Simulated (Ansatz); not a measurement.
Runs of Ansatz 0.2.0 on Zn3H. Symmetry: Fm-3m, No. 225, cubic system. Conventional cell: a = 5.993 Å, b = 5.993 Å, c = 5.993 Å, α = 90.00°, β = 90.00°, γ = 90.00°. Zn (site symmetry m-3m) has 8 Zn at 2.60 Å as nearest neighbours. Zn (site symmetry -43m) is surrounded by 4 Zn at 2.60 Å and 4 H at 2.60 Å. H (site symmetry m-3m) is surrounded by 8 Zn at 2.60 Å. The cell was built by a generator and needn't be a form met in nature.

```tsv
task	level	cell	points for each segment of the path	gap on the mesh (eV)	pressure (GPa)
band structure	PBE	as given	14	none	0.0
band structure	BLYP	as given	14	none	(a)
band structure	RPBE	as given	14	none	2.7
band structure	LDA	as given	14	none	(b)
band structure	revPBE	as given	14	none	2.0
relaxation of the atoms	PBE	atoms relaxed	-	none	0.0
band structure	PBEsol	as given	14	none	-4.5
```

Alike in all rows: potentials or basis Ansatz PAW; no spin polarisation; k mesh 6 × 6 × 6; cutoff (eV) 420; smearing fermi-dirac 0.05 eV.

**Question.** Estimate the missing entries.

**Answer.** (a) 5.3; (b) -7.4.

Caveats: the PAW data sets come from PBE, with cores solved anew for the run's functional, which leaves a small shift of forces and pressure (some runs); the relaxation stopped at its first step, so nothing moved (some runs); the thresholds are loose for stress (some runs).

A gap of «none» marks a metal or a gap under the smearing width.
